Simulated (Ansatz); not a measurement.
# FeNi3 (Pm-3m): equation of state

An exercise on one series of results from a longer session: the logs are not shown, and one member is left open.

Program: Ansatz 0.2.0. Level of theory: DFT PBE, scalar-relativistic, plane waves, PAW. These are calculated values, not measurements.

These runs use a low cutoff (300 eV) and a coarse mesh on purpose, to show what cheap settings give: their numbers aren't properties of the material.

**The structure to begin with**

The structure is cubic, space group Pm-3m (No. 221). Conventional cell: a = 3.564 Å, b = 3.564 Å, c = 3.564 Å, α = 90.00°, β = 90.00°, γ = 90.00°. Fe (site symmetry m-3m) is surrounded by 12 Ni at 2.52 Å. Ni (site symmetry 4/mmm) is surrounded by 4 Fe at 2.52 Å and 8 Ni at 2.52 Å.

Structure file:

```xyz
4
Lattice="3.5636 0.0000 0.0000 0.0000 3.5636 0.0000 0.0000 0.0000 3.5636" Properties=species:S:1:pos:R:3 pbc="T T T"
Fe    0.0000    0.0000    0.0000
Ni    0.0000    1.7818    1.7818
Ni    1.7818    0.0000    1.7818
Ni    1.7818    1.7818    0.0000
```

An earlier run at PBE left this cell at 11.314 Å³/atom and 0.13 GPa (6×6×6 mesh).

Volume factors to run: 0.980, 1.020, 0.960, 1.040.

The first run:

input.yaml

```yaml
crystal:
  lattice:
    - [3.539708413, 0.0, 0.0]
    - [0.0, 3.539708413, 0.0]
    - [0.0, 0.0, 3.539708413]
  atoms:
    - { symbol: Fe, position: [0.0, 0.0, 0.0], spin: 3.24 }
    - { symbol: Ni, position: [0.0, 0.5, 0.5], spin: 0.77 }
    - { symbol: Ni, position: [0.5, 0.0, 0.5], spin: 0.77 }
    - { symbol: Ni, position: [0.5, 0.5, 0.0], spin: 0.77 }
basis:
  ecutwfc: 300
  ecutrho_ratio: 4
kpoints:
  mp_grid: { grid: [6, 6, 6] }
hamiltonian:
  xc: pbe
scf:
  occupations: { method: gaussian, width: 0.05 }
output:
  forces: true
  stress: true
  eigenvalues: true
  populations: true
magnetization:
  spin_polarized: true
```

Started as:

```console
> ansatz run input.yaml --threads 1 --pin off --max-ram 2560MiB --backend cpu --events-out ev --progress --plain --runs-dir out
```

Steps of the session up to this table: Scaling the volume by 0.980; Scaling the volume by 1.020; At 0.960 of the relaxed volume; At 1.040 of the relaxed volume.

One of the session's tables, all rows but one given; the rest of the session is left out.

It belongs to the step «Energy and pressure against volume». 

```
volume (Å³/atom)  energy (meV/atom)  pressure (GPa)  moment of atom 1 (μB)
          10.861              13.50            9.55                   2.90
          11.088                  ?               ?                      ?
          11.314               0.00            0.13                   2.94
          11.540               1.80           -4.07                   2.96
          11.767               9.83           -7.58                   2.99
```

**Question.** Estimate the row for volume (Å³/atom) = 11.088.

Worked estimate for «energy (meV/atom)». A straight line through the neighbours (10.861, 13.50) and (11.314, 0.00) gives 13.50 + (0.00 − 13.50) × (11.088 − 10.861) / (11.314 − 10.861) = 6.74; a parabola fitted to 3 rows on both sides gives 3.88.

**Answer.** energy (meV/atom): 5.41; pressure (GPa): 5.04; moment of atom 1 (μB): 2.92. In «energy (meV/atom)» the line misses by +1.33 and the parabola by -1.53.

Caveats from the session: Warnings in the runs' records: cutoff below recommended, stability check not made.
